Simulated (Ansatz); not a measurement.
# CaGe4N: the cost of one run

Method: DFT PBE, scalar-relativistic, plane waves, PAW, in Ansatz 0.2.0.

### 1 The starting structure

It takes space group P-6m2 (No. 187, hexagonal). The conventional cell has a = 5.582 Å, b = 5.582 Å, c = 4.396 Å, α = 90.00°, β = 90.00°, γ = 120.00°. Ca (site symmetry -6m2) is surrounded by 15 Ge at 3.22 to 3.55 Å and 3 N at 3.22 Å. Ge (site symmetry -6m2) has 6 Ge at 2.72 Å as nearest neighbours. Ge (site symmetry mm2) is surrounded by 6 Ge at 2.72 to 2.80 Å and 2 N at 2.73 Å. N (site symmetry -6m2) is surrounded by 9 Ge at 2.73 to 3.22 Å and 3 Ca at 3.22 Å.

Coordinates:

```xyz
6
Lattice="5.5817 0.0000 0.0000 -2.7909 4.8339 0.0000 0.0000 0.0000 4.3959" Properties=species:S:1:pos:R:3 pbc="T T T"
Ca    0.0000    0.0000    0.0000
Ge    2.7909    1.6113    0.0000
Ge    4.1841    2.4157    2.1979
Ge    1.3976    2.4157    2.1979
Ge    2.7909    0.0025    2.1979
N     0.0000    3.2226    0.0000
```

A structure generator made this guess: species swapped into a database cell of PrFeNi4 (P-6m2, No. 187), with Ca on the Pr sites, N on the Fe sites and Ge on the Ni sites. Its size is a rough estimate.

### 2 Probe: one point on a coarse mesh

The input, input.yaml:

```yaml
crystal:
  lattice:
    - [5.58174959, 0.0, 0.0]
    - [-2.79087479, 4.83393694, 0.0]
    - [0.0, 0.0, 4.39585393]
  atoms:
    - { symbol: Ca, position: [0.0, 0.0, 0.0] }
    - { symbol: Ge, position: [0.66666667, 0.33333333, 0.0] }
    - { symbol: Ge, position: [0.99947798, 0.49973899, 0.5] }
    - { symbol: Ge, position: [0.50026101, 0.49973899, 0.5] }
    - { symbol: Ge, position: [0.50026101, 0.00052202, 0.5] }
    - { symbol: "N", position: [0.33333333, 0.66666667, 0.0] }
basis:
  ecutwfc: 420
kpoints:
  mp_grid: { grid: [6, 6, 4] }
hamiltonian:
  xc: pbe
scf:
  occupations: { method: gaussian, width: 0.1 }
  lower_state_search: "off"
output:
  forces: true
  stress: true
  eigenvalues: true
```

On the command line:

```bash
$ ansatz run input.yaml --threads 1 --pin off --max-ram 2560MiB --backend cpu --events-out ev --progress --plain --runs-dir out
```

Q: Estimate wall time and peak memory on 1 thread of Intel Xeon at 2.50GHz (Skylake/Cascade Lake), shared host.

About 16 s, with a peak of 0.4 GiB.
